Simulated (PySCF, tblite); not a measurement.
# C2H13NOSi3: geometry, infrared bands and NMR shifts

Wanted: the infrared bands and NMR shifts of C2H13NOSi3 (`C[SiH2][Si@](C)(O)[SiH2]N`), by calculation.

Programs: tblite 0.8.0 and PySCF 2.14.0, with density-fitted response routines of our own. Each step states its level of theory. These are calculated values for one molecule in the gas phase, unless marked as measured. Atoms count from 0, in the outputs and in this text.

### 1 The molecule as given

20 atoms, charge 0, multiplicity 1; geometry from: force field or distance geometry start.

Bonds of the start (Å): C0–Si1 1.85, Si1–Si2 2.23, Si2–C3 1.88, Si2–O4 1.72, Si2–Si5 2.23, Si5–N6 1.74, C0–H7 1.09, C0–H8 1.10, C0–H9 1.12, Si1–H10 1.46, Si1–H11 1.49, C3–H12 1.13, C3–H13 1.11, C3–H14 1.11, O4–H15 0.99, Si5–H16 1.48, Si5–H17 1.45, N6–H18 1.02, N6–H19 1.03.

### 2 Geometry optimisation with GFN2-xTB

The job: settings as JSON, then the geometry in Å.

```
{"job": {"kind": "relax", "xc": "GFN2-xTB", "basis": "xTB"}, "charge": 0, "multiplicity": 1}
C     -2.152500     1.573000    -0.215500
Si    -1.326500     0.697600     1.187900
Si     0.171400    -0.724500     0.341700
C     -0.817700    -1.861700    -0.785200
O      0.969200    -1.596700     1.588400
Si     1.752200     0.293000    -0.854400
N      2.928200     0.901400     0.269100
H     -2.017200     0.976100    -1.122200
H     -1.722100     2.566500    -0.388400
H     -3.245300     1.649300    -0.003600
H     -0.766400     1.596000     2.193200
H     -2.374200    -0.148300     1.825600
H     -1.738000    -2.125200    -0.176400
H     -0.223000    -2.756400    -1.053300
H     -1.129000    -1.245100    -1.652500
H      1.341600    -2.423100     1.194000
H      2.379300    -0.767900    -1.670100
H      1.233800     1.320800    -1.742500
H      3.325600     1.829700     0.148300
H      3.405600     0.256500     0.912800
```

On the command line:

```
OMP_NUM_THREADS=1 python probes_run.py task.json out
```

The driver reads the jobs from task.json and runs them one after another.

**Question.** This job is followed by: GFN2-xTB harmonic vibrations, gas phase; GIAO PBE0/pcSseg-1 NMR shielding, non-relativistic, gas phase. Predict these results of the whole session: strongest single infrared mode (GFN2-xTB); zero-point energy (GFN2-xTB); 13C shifts against TMS (PBE0/pcSseg-1); 1H shifts against TMS (PBE0/pcSseg-1, means over atoms taken as alike); 29Si shifts against TMS (PBE0/pcSseg-1); 17O shifts against H2O (PBE0/pcSseg-1); 15N shifts against NH3 (PBE0/pcSseg-1); surface potential, 1st and 99th percentile.

**Answer**, as computed:

```
                                                              quantity                                                value
                             strongest single infrared mode (GFN2-xTB)                                2135 cm⁻¹, 468 km/mol
                                          zero-point energy (GFN2-xTB)                                        91.2 kcal/mol
                                13C shifts against TMS (PBE0/pcSseg-1)                                        5.4, -9.5 ppm
1H shifts against TMS (PBE0/pcSseg-1, means over atoms taken as alike)  5.28, 4.77, 4.13, 4.13, 0.43, 0.31, 0.14, -0.24 ppm
                               29Si shifts against TMS (PBE0/pcSseg-1)                               13.0, -49.5, -74.4 ppm
                                17O shifts against H2O (PBE0/pcSseg-1)                                             22.1 ppm
                                15N shifts against NH3 (PBE0/pcSseg-1)                                             -1.2 ppm
                                 surface potential, 1st and 99th percentile                                   -1.29 V and 1.93 V
```

In words: Over 227 steps the energy fell by 0.906 eV; of the close pairs, Si2–Si5 changed most, 2.228 to 2.323 Å. No mode is imaginary among the 54: a minimum at this level. The strongest single mode, at 2135 cm⁻¹, moves mainly H10 and H11. Unscaled tight-binding wavenumbers are off by several per cent, some by more. Its intensities can rank the bands wrongly. At PBE0/pcSseg-1: The largest span, 120 ppm, is at Si2, where the paramagnetic term is -544 ppm. By nearest atom (PBE0/pcSseg-1), the HOMO sits on N6 34 %; H16 15 % and the LUMO on Si2 20 %; Si5 13 %.
